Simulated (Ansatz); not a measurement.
**PdPt: a single-point run**

Wanted: a converged single-point run for PdPt, and a check of what comes out. The structure is shown as the input types it.

Computed with Ansatz 0.2.0 (DFT, LDA, PAW with Ansatz's default frozen-core files, scalar-relativistic, unless a step's input says otherwise).

5 further runs of the same task are left out: 5 that didn't finish.

### 1 The structure to begin with

Symmetry: Cm, No. 8, monoclinic system. The conventional cell has a = 4.792 Å, b = 2.767 Å, c = 4.832 Å, α = 90.00°, β = 109.30°, γ = 90.00°. Pd (site symmetry m) has 3 Pt at 2.28 to 2.57 Å as nearest neighbours. Around Pt (site symmetry m) lie 3 Pd at 2.28 to 2.57 Å.

As a file:

```
Pd Pt
1.0
     1.38340    0.79871    4.56037
    -1.38340    0.79871    4.56037
     0.00000   -1.59741    4.56037
Pd Pt
1 1
Direct
  0.95500 0.95500 0.04500
  0.54500 0.54500 0.45500
```

### 2 The calculation

input.yaml

```yaml
crystal:
  lattice:
    - [1.3834012978, 0.7987071117, 4.5603668681]
    - [-1.3834012978, 0.7987071117, 4.5603668681]
    - [0.0, -1.5974142234, 4.5603668681]
  atoms:
    - { symbol: Pd, position: [-0.045, -0.045, 0.045] }
    - { symbol: Pt, position: [0.545, 0.545, 0.455] }
kpoints:
  mp_grid: { grid: [13, 13, 13] }
scf:
  occupations: { method: fermi_dirac, width: 0.05 }
  convergence: { dr2_threshold: 1.0e-16 }
  max_iter: 80
hamiltonian:
  xc: lda
  pseudopotentials: { kind: paw }
output:
  forces: true
  stress: true
  eigenvalues: true
  efg: { contact_densities: true }
  populations: true
```

Started as:

```bash
> ansatz run input.yaml --threads 1 --pin off --max-ram 2048MiB --backend cpu --events-out ev --progress --plain --runs-dir out
```

Q: Will this input give a usable result? If not, why, and what should change?

The program finished normally, with warnings (gradients without spin orbit). It gives a pressure of 16 GPa and a largest force of 6.1 eV/Å, which is large; a structure far from rest gives such values too, whatever the setting.

The suspect setting: scf.convergence.dr2_threshold is 1.0e-16. What could go wrong: threshold needlessly tight. Once met, so tight a threshold does no harm; it costs cycles.

To check: delete scf.convergence.dr2_threshold (the default then holds).
